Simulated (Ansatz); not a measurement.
# VWC2 (R-3m) in Ansatz: notebook, part 3 of 3

Ansatz 0.2.0. The steps go on from the part before.

## 4. Projected density of states, PBE+U, collinear spin, ferromagnetic start

input.yaml reads:

```yaml
crystal:
  lattice:
    - [1.5170411163, 0.8758640969, 4.933893193]
    - [-1.5170411163, 0.8758640969, 4.933893193]
    - [0.0, -1.7517281937, 4.933893193]
  atoms:
    - { symbol: W, position: [0.0, 0.0, 0.0] }
    - { symbol: V, position: [0.5, 0.5, 0.5], spin: 2.0 }
    - { symbol: C, position: [0.246494, 0.246494, 0.246494] }
    - { symbol: C, position: [0.753506, 0.753506, 0.753506] }
hamiltonian:
  xc: pbe
  pseudopotentials: { kind: paw }
  hubbard:
    sites: [{ species: V, l: d, u_eff: 6.0 }, { species: W, l: d, u_eff: 6.0 }]
magnetization:
  spin_polarized: true
kpoints:
  mp_grid: { grid: [10, 10, 10] }
scf:
  occupations: { method: fermi_dirac, width: 0.05 }
  n_extra_bands: 10
output:
  forces: true
  stress: true
  eigenvalues: true
  dos: { projected: true, de: 0.05, nscf_kmesh: { grid: [15, 15, 15] } }
```

Potentials or basis: Ansatz PAW.

Run with:

```console
ansatz run input.yaml --threads 2 --pin off --max-ram 5632MiB --backend cpu --events-out ev --progress --plain --runs-dir out
```

The log of the run:

```text
Warning: RAYON_NUM_THREADS=2 ignored (pool sized by the plan → 2); use --threads N
basis.fft_grid_basis auto: the FFT boxes are laid along the combinations [[1, 0, -1], [0, 1, -1], [0, 0, 1]] of the cell's own vectors, 3.034, 3.034 and 5.236 Å long. The dense box has 24×24×36 points. Along the cell's own vectors, as sized, it would have 36×36×36, 2.25 times as many. Of the 12 symmetry operations that the crystal satisfies within crystal.symmetry.tolerance (time reversal apart; of a slab, those that keep its plane) the dense box along the cell's own vectors carries 12, and the one as laid loses 8 of those. basis.fft_grid_basis: typed keeps the cell's own vectors: state it where this run's energies or levels are differenced outside the engine with another run's, or held beside a run that keeps those vectors.
W: projections on atomic orbitals take those of the free atom [Kr 4d10 4f14] 5s2 5p6 5d4 6s2, of charge +0.00 (hamiltonian.pseudopotentials.projection_atoms); the dataset's partial waves leave at most 6.5e-5 of an orbital's norm unspanned inside its sphere
V: projections on atomic orbitals take those of the free atom [Ne] 3s2 3p6 3d3 4s2, of charge +0.00 (hamiltonian.pseudopotentials.projection_atoms); the dataset's partial waves leave at most 5.8e-7 of an orbital's norm unspanned inside its sphere
C: projections on atomic orbitals take those of the free atom [He] 2s2 2p2, of charge +0.00 (hamiltonian.pseudopotentials.projection_atoms); the dataset's partial waves leave at most 3.7e-9 of an orbital's norm unspanned inside its sphere
scf.n_extra_bands = 10 over 18 filled bands (N_el = 35.0): the run solves 28 bands
Engine: ansatz 0.2.0, aarch64-unknown-linux-gnu
Pseudopotentials: kind: paw
Pseudopotential: W, paw, valence charge 14, recommended cutoff 420 eV (normal), W.paw.azcp
Pseudopotential: V, paw, valence charge 13, recommended cutoff 420 eV (normal), V.paw.azcp
[... 147 lines left out ...]
  Σ components = -13786.522972   (vs F -13786.522972, Δ=0.00e0)
--- Forces (eV/Å), atoms counted from 1 ---
  atom   1  W     -0.00000000     0.00000000    -0.00000000
  atom   2  V     -0.00000000     0.00000000    -0.00000000
  atom   3  C     -0.00000000     0.00000000     1.82258457
  atom   4  C      0.00000000    -0.00000000    -1.82258457
  max |Σ_I F_I| component: 4.63e-18 eV/Å
--- Stress (GPa, compression-positive) ---
       23.008544       0.000000       0.000000
        0.000000      23.008544      -0.000000
        0.000000      -0.000000      22.451402
  P = ⅓ Tr σ = 22.8228 GPa (228.228 kbar)
--- Band table (eV; the first three rows and the last of 232) ---
  k-point 0 ↑: bands = ["-55.5070", "-45.9831", "-20.2257", "-19.6397", "-19.6397", "-19.5813", "-19.5813", "-19.4167", "4.6558", "9.0498", "11.5715", "14.1290", "14.1290", "15.7797", "15.7797", "19.5554", "19.5554", "19.5972", "19.6611", "19.6611", "19.8290", "20.9678", "20.9678", "23.3198", "25.9001", "27.6321", "27.6321", "28.1172"]
  k-point 1 ↑: bands = ["-55.5053", "-45.9810", "-20.2140", "-19.6726", "-19.6461", "-19.6238", "-19.5924", "-19.4155", "4.9013", "8.8971", "11.8502", "14.0770", "14.2694", "15.6502", "15.7461", "17.6316", "18.9682", "19.0495", "20.0130", "20.0137", "21.0244", "21.4797", "21.9153", "23.1847", "26.1378", "27.3562", "27.4640", "28.5450"]
  k-point 2 ↑: bands = ["-55.5000", "-45.9757", "-20.1835", "-19.7914", "-19.7010", "-19.6641", "-19.6204", "-19.4126", "5.5839", "8.5925", "12.4344", "13.9360", "14.6281", "15.2584", "15.6318", "15.8980", "18.4515", "18.6070", "20.0823", "20.3564", "21.5638", "22.4988", "23.0268", "23.6048", "25.4544", "26.7799", "28.6278", "29.5452"]
  k-point 115 ↓: bands = ["-55.9653", "-44.1791", "-20.3190", "-20.0900", "-20.0900", "-18.8524", "-17.5772", "-17.5772", "5.6441", "6.8736", "12.7156", "14.9445", "14.9445", "15.8392", "17.1738", "17.1738", "18.0647", "18.0647", "20.0542", "22.1295", "22.9782", "22.9782", "25.0924", "25.0924", "25.1561", "25.1561", "28.8026", "28.8316"]
Occupation matrices written to <dir>
```

dos.tsv:

```text
# E-E_F[eV]	g_bin_mean(E)[states/eV]	N(E)	g_bin_mean_up(E)	g_bin_mean_dn(E)	N_up(E)	N_dn(E)
# format = ansatz-dos/2
# fermi_ev = 19.144431
# fermi_mp_grid = 15 15 15
# fermi_mp_shift = 0 0 0
# nscf_kmesh_grid = 15 15 15
# nscf_kmesh_shift = 0 0 0
# tetrahedron_fermi_ev = 19.081906
# g_bin_mean(E): the states in a bin one row spacing wide, centred on E, divided by that spacing. States that the method places at a single energy (under output.dos.method: tetrahedron, those of a tetrahedron whose four corners have one energy) are counted whole in the row whose bin holds that energy (on the edge of two bins, in the lower row). The sum of g_bin_mean over a run of rows, times the row spacing, is the number of states from half a spacing under the first of them to half a spacing over the last (a plain sum, not the trapezoid rule).
-75.609684	0.000000e0	0.000000e0	0.000000e0	0.000000e0	0.000000e0	0.000000e0
-75.559684	0.000000e0	0.000000e0	0.000000e0	0.000000e0	0.000000e0	0.000000e0
-75.509684	0.000000e0	0.000000e0	0.000000e0	0.000000e0	0.000000e0	0.000000e0
-75.459684	0.000000e0	0.000000e0	0.000000e0	0.000000e0	0.000000e0	0.000000e0
-75.409684	0.000000e0	0.000000e0	0.000000e0	0.000000e0	0.000000e0	0.000000e0
-75.359684	0.000000e0	0.000000e0	0.000000e0	0.000000e0	0.000000e0	0.000000e0
[... 1770 lines left out ...]
13.190316	0.000000e0	5.600000e1	0.000000e0	0.000000e0	2.800000e1	2.800000e1
13.240316	0.000000e0	5.600000e1	0.000000e0	0.000000e0	2.800000e1	2.800000e1
```

Wall time 3.3 min (2 threads of Arm Neoverse V2, shared host); peak memory 1.9 GiB.

Results:

```
Free energy                          : -13786.5230 eV
Pressure                             : 22.8 GPa
Largest force                        : 1.823 eV/Å
Band gap on the k mesh               : none (metal or under the smearing width)
Net moment                           : 0.94 μB per cell
Absolute moment                      : 3.14 μB per cell
Site moments                         : W -0.60; V +1.54; C +0.03 μB
Density of states at the Fermi level : 0.32 states/eV per cell
```

Forces on the atoms (eV/Å):
```
W    0.000  0.000  0.000
V    0.000  0.000  0.000
C    0.000  0.000  1.823
C    0.000  0.000 -1.823
```

Levels at points of the mesh, in eV from the Fermi level:
Spin up:
| k point | band 14 | band 15 | band 16 | band 17 | band 18 | band 19 | band 20 | band 21 | band 22 | band 23 |
| --- | --- | --- | --- | --- | --- | --- | --- | --- | --- | --- |
| (0.00, 0.00, 0.00) | -3.37 | -3.37 | 0.41 | 0.41 | 0.45 | 0.51 | 0.51 | 0.68 | 1.82 | 1.82 |
| (0.00, 0.00, -0.50) | -3.96 | -3.85 | -3.82 | -1.09 | -1.02 | 0.83 | 2.42 | 3.63 | 4.33 | 4.90 |
| (0.00, -0.50, -0.50) | -4.59 | -4.26 | -1.51 | -1.26 | -1.16 | 1.23 | 1.74 | 2.78 | 3.83 | 4.84 |
| (-0.50, -0.50, -0.50) | -3.93 | -3.93 | -3.65 | -2.14 | -2.14 | 1.29 | 1.29 | 2.03 | 2.95 | 4.75 |
Spin down:
```
              k point  band 14  band 15  band 16  band 17  band 18  band 19  band 20  band 21
   (0.00, 0.00, 0.00)    -1.37    -1.36    -1.36     0.63     0.64     0.64     1.32     1.32
  (0.00, 0.00, -0.50)    -4.42    -3.20    -2.26    -1.28     1.98     2.40     2.50     5.13
 (0.00, -0.50, -0.50)    -4.67    -3.40    -1.13    -1.12     1.87     1.95     2.61     3.83
(-0.50, -0.50, -0.50)    -3.31    -1.97    -1.97    -1.08    -1.08     0.91     2.98     3.83
```

States per cell in windows of 1 eV (zero at the Fermi level; states under -8 eV left out):
| from (eV) | up | down | C 2p up | C 2p down | V 3d up | V 3d down | W 5d down | W 5d up |
| --- | --- | --- | --- | --- | --- | --- | --- | --- |
| -8.0 | 0.31 | 0.38 | 0.13 | 0.15 | 0.09 | 0.02 | 0.15 | 0.04 |
| -7.0 | 0.78 | 0.77 | 0.36 | 0.33 | 0.20 | 0.03 | 0.33 | 0.13 |
| -6.0 | 0.96 | 1.25 | 0.45 | 0.53 | 0.28 | 0.06 | 0.59 | 0.15 |
| -5.0 | 2.22 | 1.30 | 0.95 | 0.65 | 0.58 | 0.12 | 0.46 | 0.60 |
| -4.0 | 1.33 | 1.18 | 0.54 | 0.61 | 0.50 | 0.22 | 0.28 | 0.25 |
| -3.0 | 0.52 | 0.85 | 0.22 | 0.47 | 0.21 | 0.18 | 0.17 | 0.07 |
| -2.0 | 1.18 | 0.56 | 0.45 | 0.29 | 0.57 | 0.07 | 0.18 | 0.12 |
| -1.0 | 0.67 | 0.71 | 0.34 | 0.29 | 0.23 | 0.06 | 0.33 | 0.07 |
| 0.0 | 0.13 | 0.34 | 0.02 | 0.13 | 0.04 | 0.06 | 0.14 | 0.06 |
| 1.0 | 1.26 | 1.33 | 0.22 | 0.36 | 0.40 | 0.14 | 0.77 | 0.59 |
| 2.0 | 1.47 | 0.60 | 0.21 | 0.16 | 0.69 | 0.20 | 0.22 | 0.50 |
| 3.0 | 1.39 | 1.28 | 0.29 | 0.16 | 0.37 | 0.88 | 0.18 | 0.63 |
| 4.0 | 1.32 | 1.24 | 0.29 | 0.17 | 0.33 | 0.83 | 0.13 | 0.54 |
| 5.0 | 0.58 | 1.98 | 0.15 | 0.26 | 0.17 | 1.38 | 0.15 | 0.15 |
| 6.0 | 0.67 | 0.89 | 0.22 | 0.23 | 0.06 | 0.32 | 0.15 | 0.25 |
| 7.0 | 0.77 | 0.91 | 0.24 | 0.27 | 0.06 | 0.15 | 0.23 | 0.25 |

Eigenvalues of the final occupation matrices:
| site | spin | trace | eigenvalues |
| --- | --- | --- | --- |
| site 1 | 1 | 1.73 | 0.23 0.29 0.29 0.46 0.46 |
| site 1 | 2 | 2.82 | 0.45 0.45 0.58 0.58 0.76 |
| site 2 | 1 | 2.78 | 0.17 0.37 0.37 0.93 0.93 |
| site 2 | 2 | 0.83 | 0.09 0.09 0.13 0.27 0.27 |

Caveat: the magnetic or orbital state may not be the lowest; the pressure holds a Pulay correction of +0.4 GPa for the finite cutoff; the U is typed as a test and isn't derived for this compound; forces of over 1 eV/Å show positions far from the minimum, so gaps and moduli don't describe the material at rest; the density of states is complete only up to the lowest level of the last band computed.

## 5. The runs side by side

| U | gap on the mesh (eV) | pressure (GPa) | moment (μB) | largest force (eV/Å) |
| --- | --- | --- | --- | --- |
| V d U = 2 eV, W d U = 2 eV | none | 1.4 | 0.74 | 0.23 |
| V d U = 4 eV, W d U = 4 eV | none | 12.0 | 1.04 | 1.19 |
| V d U = 6 eV, W d U = 6 eV | none | 22.8 | 0.94 | 1.82 |

Alike in all rows: task projected density of states; level PBE+U; potentials or basis Ansatz PAW; spin collinear, ferromagnetic start; cell as given; k mesh 10 × 10 × 10; cutoff (eV) 420; smearing fermi-dirac 0.05 eV.

Every run on the cell as given and a fine mesh finds a metal.

Caveats: the magnetic or orbital state may not be the lowest; the U is typed as a test and isn't derived for this compound; the density of states is complete only up to the lowest level of the last band computed; forces of over 1 eV/Å show positions far from the minimum, so gaps and moduli don't describe the material at rest (some runs).

Total energies depend on the potentials used, so only differences within one code and one set of settings carry meaning.
